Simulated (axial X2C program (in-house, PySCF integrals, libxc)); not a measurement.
# A two-component session on KN: properties at the nuclei

Wanted for KN: properties at the nuclei, at the two-component level.

Program: an in-house X2C program for linear molecules on PySCF integrals. Level of theory: two-component X2C with atomic mean-field terms, K dyall-cv3z, N dyall-av3z. These are calculated values, not measurements.

### Step 1. The job

The input, task.json:

```json
{
 "zs": [
  19,
  7
 ],
 "q": 0,
 "bas": [
  "dyall-cv3z",
  "dyall-av3z"
 ],
 "r0": 2.53,
 "levels": [
  "PBE0",
  "HF",
  "BHandHLYP",
  "LDA",
  "TPSSh"
 ],
 "nst": 3
}
```

Keys: zs atomic numbers; q charge; bas basis sets; r0 starting distance in Å; levels methods (HF also brings MP2); nst determinants followed.

Started as:

```sh
> python soeom.py task.json out
```

Nuclei are Gaussian, cores are contracted, and the Gaunt term is on.

### Step 2. Expectation values, lowest determinant

R = 2.542 Å. State: Ω = 1 (excess of +ω over −ω: ω = -1/2, ω = 3/2).

Output of the PBE0 run:

```text
two-component X2C + atomic mean field  PBE0
basis functions 155  fitting functions 656  grid points 5084
iter        total energy     max residual
   1       -656.536540557     1.55e-01
   2       -656.568004779     1.25e-03
   3       -656.568013188     8.11e-04
   4       -656.568021256     4.12e-04
   5       -656.568022484     1.50e-04
   6       -656.568022924     3.25e-05
   7       -656.568022980     3.02e-05
   8       -656.568023026     1.90e-05
   9       -656.568023033     4.68e-06
converged
one-electron -957.64700577  Coulomb 313.81242885  exact exchange -9.87043949  xc functional -30.43386489  nuclear repulsion 27.68708460  atomic mean-field constant -0.11622634
```

The highest occupied spinor is 80% N p, 14% K s, 3% K d.

```
    level  Eeff magnitude (GV/cm)  Ws magnitude K (kHz)  A∥/gI K (MHz)  qzz K (a.u.)  A∥/gI N (MHz)  qzz N (a.u.)  μ (D)
     PBE0                   0.026               0.00865           -125         -0.37          -81.1         -1.35  -7.97
       HF                  0.0614                0.0219           -105         -0.48          -17.5         -1.33  -9.72
BHandHLYP                  0.0367                0.0127           -109         -0.43          -47.7         -1.40  -8.89
      LDA                  0.0132               0.00382           -181         -0.34          -95.4         -1.26  -6.51
    TPSSh                  0.0188               0.00617          -92.5         -0.36          -77.3         -1.38  -7.96
```

Eeff is the effective electric field on the electron dipole moment in this Ω state and Ws the scalar–pseudoscalar constant (defined with the proton number Z and per Ω); A∥ is the parallel hyperfine constant, which follows by multiplying with the nuclear g factor gI = μI/(I μN); qzz is the electric field gradient, eQq0 = 234.96 MHz × Q/barn × qzz; μ is positive if N is the positive end. The operators were transformed with the bare-nucleus X2C matrices.

### Step 3. Expectation values, a higher determinant

R = 2.542 Å. State: Ω = 2 (excess of +ω over −ω: ω = 1/2, ω = 3/2), 0.35 eV above the lowest in the PBE0 search for states (made at or near this distance, with looser thresholds).

Output of the PBE0 run:

```text
two-component X2C + atomic mean field  PBE0
basis functions 155  fitting functions 656  grid points 5084
iter        total energy     max residual
   1       -656.523728592     1.58e-01
   2       -656.554743118     1.43e-03
   3       -656.554747859     1.04e-03
   4       -656.554759850     2.64e-04
   5       -656.554760358     1.31e-04
   6       -656.554760673     1.72e-05
   7       -656.554760677     6.88e-06
converged
one-electron -957.38832283  Coulomb 313.54804284  exact exchange -9.86800665  xc functional -30.41733229  nuclear repulsion 27.68708460  atomic mean-field constant -0.11622634
```

The highest occupied spinor is 89% N p, 6% K d, 5% K p.

```
    level  Eeff magnitude (GV/cm)  Ws magnitude K (kHz)  A∥/gI K (MHz)  qzz K (a.u.)  A∥/gI N (MHz)  qzz N (a.u.)   μ (D)
     PBE0                  0.0781                0.0132           43.4         -0.25            129          0.74   -9.75
       HF                  0.0638                0.0104           29.9         -0.29            136          0.56  -10.13
BHandHLYP                  0.0805                0.0137           41.6         -0.28            141          0.72   -9.98
      LDA                  0.0777                0.0132           52.4         -0.21            119          0.77   -9.35
    TPSSh                  0.0762                0.0129           43.6         -0.23            128          0.72   -9.63
```

### Step 4. Expectation values, a higher determinant

R = 2.542 Å. State: Ω = 1 (excess of +ω over −ω: 2 × ω = 1/2), 0.86 eV above the lowest in the PBE0 search for states (made at or near this distance, with looser thresholds).

Output of the PBE0 run:

```text
two-component X2C + atomic mean field  PBE0
basis functions 155  fitting functions 656  grid points 5084
iter        total energy     max residual
   1       -656.505050693     1.59e-01
   2       -656.536017583     1.33e-03
   3       -656.536020971     1.14e-03
   4       -656.536035204     2.41e-04
   5       -656.536035683     1.36e-04
   6       -656.536036019     1.61e-05
   7       -656.536036022     6.96e-06
converged
one-electron -957.37953184  Coulomb 313.53554623  exact exchange -9.85998723  xc functional -30.40292144  nuclear repulsion 27.68708460  atomic mean-field constant -0.11622634
```

The highest occupied spinor is 92% N p, 5% K d, 3% K p.

```
    level  Eeff magnitude (GV/cm)  Ws magnitude K (kHz)  A∥/gI K (MHz)  qzz K (a.u.)  A∥/gI N (MHz)  qzz N (a.u.)   μ (D)
     PBE0                  0.0896                0.0303           99.1         -0.24            378          0.80   -9.78
       HF                  0.0853                0.0286           76.5         -0.32            360          0.73  -10.35
BHandHLYP                   0.094                0.0319           95.9         -0.28            378          0.79  -10.02
      LDA                  0.0928                0.0316            128         -0.20            392          0.87   -9.31
    TPSSh                  0.0862                0.0291             97         -0.23            379          0.76   -9.67
```

### Step 5. What came out

| quantity | value |
| --- | --- |
| lowest determinant | Ω = 1 (excess of +ω over −ω: ω = -1/2, ω = 3/2) |
| Eeff magnitude (GV/cm), PBE0 | 0.026 |
| Ws magnitude K (kHz), PBE0 | 0.00865 |
| A∥/gI K (MHz), PBE0 | -125 |
| qzz K (a.u.), PBE0 | -0.37 |
| higher determinant | Ω = 2 (excess of +ω over −ω: ω = 1/2, ω = 3/2) |
| Eeff magnitude (GV/cm), PBE0, higher determinant | 0.0781 |
| Ws magnitude K (kHz), PBE0, higher determinant | 0.0132 |
| A∥/gI K (MHz), PBE0, higher determinant | 43.4 |
| qzz K (a.u.), PBE0, higher determinant | -0.25 |
| higher determinant | Ω = 1 (excess of +ω over −ω: 2 × ω = 1/2) |
| Eeff magnitude (GV/cm), PBE0, higher determinant | 0.0896 |
| Ws magnitude K (kHz), PBE0, higher determinant | 0.0303 |
| A∥/gI K (MHz), PBE0, higher determinant | 99.1 |
| qzz K (a.u.), PBE0, higher determinant | -0.24 |

**Reading.** In the first state, the effective field runs from 0.0132 to 0.0614 GV/cm over the mean-field levels, so the levels don't agree on it. The expectation values come from single determinants, which for open shells can mix terms of unlike spin or miss the lowest Ω, so a determinant need not be a state. Eeff is the effective electric field on the electron dipole moment in this Ω state and Ws the scalar–pseudoscalar constant (defined with the proton number Z and per Ω); A∥ is the parallel hyperfine constant, which follows by multiplying with the nuclear g factor gI = μI/(I μN); qzz is the electric field gradient, eQq0 = 234.96 MHz × Q/barn × qzz; μ is positive if N is the positive end. The operators were transformed with the bare-nucleus X2C matrices.
